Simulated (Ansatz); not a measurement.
**AgPt3: stress in a strained cell**

AgPt3 is deformed so: zz strain of -1 %. What stress and forces result, by LAPW, PAW and all-electron datasets made for the crystal?

Method: DFT LDA, scalar-relativistic, in Ansatz 0.2.0.

### Step 1. Starting point

It takes space group Pm-3m (No. 221, cubic). Conventional cell: a = 3.900 Å, b = 3.900 Å, c = 3.900 Å, α = 90.00°, β = 90.00°, γ = 90.00°. Ag (site symmetry m-3m) is surrounded by 12 Pt at 2.76 Å. Around Pt (site symmetry 4/mmm) lie 4 Ag at 2.76 Å and 8 Pt at 2.76 Å.

As a file:

```
CELL_PARAMETERS angstrom
3.90000 0.00000 0.00000
0.00000 3.90000 0.00000
0.00000 0.00000 3.90000
ATOMIC_POSITIONS crystal
Ag 0.00000 0.00000 0.00000
Pt 0.00000 0.50000 0.50000
Pt 0.50000 0.00000 0.50000
Pt 0.50000 0.50000 0.00000
```

Atoms are numbered in the order of the input: Ag1, Pt2, Pt3, Pt4.

### Step 2. After the deformation

Space group Pm-3m before, P4/mmm after.

### Step 3. All-electron LAPW

Input file input.yaml:

```yaml
crystal:
  lattice:
    - [3.9, 0.0, 0.0]
    - [0.0, 3.9, 0.0]
    - [0.0, 0.0, 3.861]
  atoms:
    - { symbol: Ag, position: [0.0, 0.0, 0.0] }
    - { symbol: Pt, position: [0.0, 0.5, 0.5] }
    - { symbol: Pt, position: [0.5, 0.0, 0.5] }
    - { symbol: Pt, position: [0.5, 0.5, 0.0] }
kpoints:
  mp_grid: { grid: [9, 9, 9] }
  band_path:
    path:
      - [0.0, 0.0, 0.0]
      - [0.0, 0.5, 0.0]
      - [0.5, 0.5, 0.0]
      - [0.0, 0.0, 0.0]
      - [0.0, 0.0, 0.5]
      - [0.0, 0.5, 0.5]
      - [0.5, 0.5, 0.5]
      - [0.0, 0.0, 0.5]
      - [0.0, 0.5, 0.0]
    npoints: 5
scf:
  occupations: { method: fermi_dirac, width: 0.08 }
hamiltonian:
  xc: lda
  pseudopotentials: { kind: all_electron, lapw: { basis_error: 0.0005 } }
output:
  forces: true
  stress: true
  eigenvalues: true
```

Started as:

```bash
$ ansatz run input.yaml --threads 1 --pin off --max-ram 4096MiB --backend cpu --events-out ev --progress --plain --runs-dir out
```

### Step 4. PAW on the default files

Input file input.yaml:

```yaml
crystal:
  lattice:
    - [3.9, 0.0, 0.0]
    - [0.0, 3.9, 0.0]
    - [0.0, 0.0, 3.861]
  atoms:
    - { symbol: Ag, position: [0.0, 0.0, 0.0] }
    - { symbol: Pt, position: [0.0, 0.5, 0.5] }
    - { symbol: Pt, position: [0.5, 0.0, 0.5] }
    - { symbol: Pt, position: [0.5, 0.5, 0.0] }
kpoints:
  mp_grid: { grid: [9, 9, 9] }
scf:
  occupations: { method: fermi_dirac, width: 0.08 }
hamiltonian:
  xc: lda
  pseudopotentials: { kind: paw }
output:
  forces: true
  stress: true
  eigenvalues: true
  efg: { contact_densities: true }
```

### Step 5. All-electron PAW on datasets made for the crystal

Changes to input.yaml since step 4:

```diff
@@ -16,3 +16,3 @@
   xc: lda
-  pseudopotentials: { kind: paw }
+  pseudopotentials: { kind: all_electron, datasets: crystal }
 output:
```

(Steps that only read results are left out.)

**Question.** What will these runs give? Wanted: pressure; largest shear or deviatoric stress.

**Answer**, as computed:

```
                                 quantity                                           value
                                 pressure  LAPW 5.15, PAW 5.13, crystal datasets 5.15 GPa
largest shear or deviatoric stress (LAPW)                                        0.77 GPa
```

What this shows: The largest part of the stress beyond the pressure is 0.77 GPa in size, in the zz component; the atoms are carried along and not relaxed. No run of the undeformed cell stands beside it, so pressure and stress hold what the given cell had before the change, as far as its symmetry allows. PAW: stress within 0.02 GPa of LAPW. Crystal datasets: stress within 0.01 GPa of LAPW. Spin-orbit coupling is left out, though the cell holds Pt; in elements this heavy it can shift bands and gaps by tenths of an eV.
